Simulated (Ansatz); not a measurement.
# TiAl: the cost of one run

Computed with Ansatz 0.2.0 (DFT PBEsol, scalar-relativistic, plane waves, PAW, unless a step's input says otherwise).

39 further runs of the same task are left out: 39 set aside as unsound or not needed.

## (1) Starting point

It takes space group P4/mmm (No. 123, tetragonal). Conventional cell: a = 2.795 Å, b = 2.795 Å, c = 4.039 Å, α = 90.00°, β = 90.00°, γ = 90.00°. Around Ti (site symmetry 4/mmm) lie 4 Ti at 2.80 Å and 8 Al at 2.83 Å. Around Al (site symmetry 4/mmm) lie 4 Al at 2.80 Å and 8 Ti at 2.83 Å.

Structure file:

```
CELL_PARAMETERS angstrom
2.79501 0.00000 0.00000
0.00000 2.79501 0.00000
0.00000 0.00000 4.03870
ATOMIC_POSITIONS crystal
Ti 0.00000 0.00000 0.00000
Al 0.50000 0.50000 0.50000
```

This cell was relaxed beforehand with the same method: volume 15.78 Å³/atom, gap on the mesh none (metal).

## (2) The scan

The energy is mapped over the lattice constants a and c of the conventional cell.

First coordinate, lattice constant a (and b): 9 values from 2.655 to 2.935 Å. Second coordinate, lattice constant c: 9 values from 3.837 to 4.241 Å.

Nothing else is relaxed (symmetry fixes all fractional coordinates). Energies count from the relaxed crystal. Points are written as (first, second).

## (3) The run at (2.725 Å, 3.837 Å)

input.yaml

```yaml
crystal:
  lattice:
    - [2.7251, 0.0, 0.0]
    - [0.0, 2.7251, 0.0]
    - [0.0, 0.0, 3.8368]
  atoms:
    - { symbol: Ti, position: [0.0, 0.0, 0.0] }
    - { symbol: Al, position: [0.5, 0.5, 0.5] }
basis:
  ecutwfc: 520.0
kpoints:
  mp_grid: { grid: [16, 16, 12] }
hamiltonian:
  xc: pbesol
scf:
  occupations: { method: gaussian, width: 0.15 }
output:
  forces: true
  stress: true
  eigenvalues: true
```

Started as:

```bash
$ ansatz run input.yaml --threads 1 --pin off --max-ram 2048MiB --backend cpu --events-out ev --progress --plain --runs-dir out
```

Q: Estimate wall time and peak memory on 1 thread of Intel Xeon 6975P-C (Granite Rapids), shared host.

About 3.6 s, with a peak of 0.48 GiB.
